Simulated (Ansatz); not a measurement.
**CH₄BFGe: how energies converge with the basis set**

Aim: see how fast density functionals converge with the basis set for CH₄BFGe.

The runs use Ansatz 0.2.0, Gaussian basis; one geometry, several basis sets.

Levels to be run: PBE0-D4/def2-SVP; ωB97M-V/def2-SVP; PBE0-D4/def2-QZVPP; ωB97M-V/def2-QZVPP; the functionals' def2-TZVPP values are taken from earlier runs.

## Step 1: The geometry

An earlier PBE0-D4 in a triple-zeta def2 set relaxation fixed the geometry.

8 atoms, charge 0, spin multiplicity 1.

Atoms are counted from 1 here; the program's logs count them from 0.

Bond lengths: F1–C2 1.330 Å, C2–B3 1.464 Å, C2–H5 1.090 Å, B3–Ge4 1.934 Å, B3–H6 1.189 Å, Ge4–H7 1.541 Å, Ge4–H8 1.541 Å. Angles: F1–C2–B3 123.9°, F1–C2–H5 109.3°, B3–C2–H5 126.8°, C2–B3–Ge4 104.5°, C2–B3–H6 128.3°, Ge4–B3–H6 127.2°, B3–Ge4–H7 121.6°, B3–Ge4–H8 131.0°, H7–Ge4–H8 107.4°.

## Step 2: PBE0-D4 in def2-SVP

in.yaml

```yaml
crystal:
  periodic: [false, false, false]
  atoms:
    - {symbol: F, position_ang: [-1.966203, 1.648068, -0.364660]}
    - {symbol: C, position_ang: [-0.967911, 0.864720, 0.033880]}
    - {symbol: B, position_ang: [-0.206830, -0.008151, -0.862166]}
    - {symbol: Ge, position_ang: [1.080880, -0.880378, 0.288103]}
    - {symbol: H, position_ang: [-0.823053, 0.983969, 1.108037]}
    - {symbol: H, position_ang: [-0.341550, -0.158689, -2.033613]}
    - {symbol: H, position_ang: [1.142309, -0.587528, 1.800188]}
    - {symbol: H, position_ang: [2.174458, -1.919109, -0.025570]}
basis:
  gaussian: {orbitals: def2-SVP}
hamiltonian: {xc: pbe0, dispersion: d4}
output: {orbitals: {seedname: orbitals}}
```

On the command line:

```console
$ ansatz run in.yaml --threads 2 --pin off --events-out ev --progress --plain --max-ram 4352MiB
```

Further steps of the session: ωB97M-V in def2-SVP; PBE0-D4 in def2-QZVPP; ωB97M-V in def2-QZVPP.

**Question.** What will the summary of the whole plan be? Wanted: PBE0-D4: double and triple zeta above quadruple; ωB97M-V: double and triple zeta above quadruple.

**Answer**, as computed:

| quantity | value |
| --- | --- |
| PBE0-D4: double and triple zeta above quadruple | 13.87, 1.46 eV |
| ωB97M-V: double and triple zeta above quadruple | 14.01, 1.42 eV |

What this shows: PBE0-D4 gains 12.41 eV from double to triple zeta, then 1.46 eV more. These are total energies; as a rule much of such shifts cancels in differences, which this series doesn't test.
